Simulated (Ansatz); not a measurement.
Working through an atomisation energy of ClFHSb, SMILES [F][SbH][Cl]

Program: Ansatz's Python interface.

Notebook, run cell by cell (the value of a cell's last expression is shown):

```python
from collections import Counter
from dataclasses import dataclass

import ansatz as az
from ase import Atoms


@dataclass(frozen=True)
class Options:
    basis: str = 'def2-SVPD'
    method: str = 'CCSD(T)'


settings = Options()
```

```python
def energy(molecule, charge=0, unpaired=0):
    calc = molecule.calculation().basis(gaussian=settings.basis).correlation(settings.method)
    if charge:
        calc = calc.charge(charge)
    if unpaired:
        calc = calc.spin('collinear', total=unpaired)
    report = calc.run(threads=1, backend='cpu').report
    if report['published_state_doubts']:
        print('  doubts:', report['published_state_doubts'])
    return report['free_energy_ev']
```

```python
atoms = Atoms(['F', 'Sb', 'Cl', 'H'], positions=[
    (-1.5374, 0.1875, 0.5764),
    (-0.2245, -0.2148, -0.8244),
    (1.1157, -1.3493, 0.7771),
    (0.7017, 1.3162, -0.5494),
])
molecule = az.Crystal.molecule_from_ase(atoms)
```

```python
# unpaired electrons of the ground-state atoms
unpaired = {'F': 1, 'Sb': 3, 'Cl': 1, 'H': 1}
counts = Counter(site.symbol for site in molecule.cartesian_sites)
atom_energy = {s: energy(az.Crystal.molecule().atom(s, (0, 0, 0)), 0, unpaired[s]) for s in counts}
whole = energy(molecule, 0, 0)
for s, e in atom_energy.items():
    print(f'{s:2s} x{counts[s]}  {e:14.5f} eV')
print(f'ClFHSb: {whole:.5f} eV')
split = sum(counts[s] * e for s, e in atom_energy.items()) - whole
print(f'atomisation energy (no zero-point term): {split:.3f} eV, {split / sum(counts.values()):.3f} eV an atom')
```

    F  x1     -2706.15921 eV
    Sb x1     -6513.21761 eV
    Cl x1    -12502.68976 eV
    H  x1       -13.58606 eV
    ClFHSb: -21745.05055 eV
    atomisation energy (no zero-point term): 9.398 eV, 2.349 eV an atom

9.398 eV from the electronic energies, without the zero-point term.

Reading the output:
- Total energies depend on the basis set; only differences at equal settings carry meaning.
- The geometry is a force-field or estimated start, not a minimum of this method, and the basis set is short of its limit. All parts are taken at fixed geometry, without zero-point energy.
- def2 sets replace the cores of elements past krypton by effective core potentials.
- In double-zeta sets correlated atomisation energies come out some 10 to 15 % low.
- The spin-orbit lowering of heavy atoms is left out.
- It ran for 12 s on 1 thread of Arm Neoverse V2 (shared host), peak memory 0.41 GiB.

(Lines on the test bed's own set-up are left out of the output.)
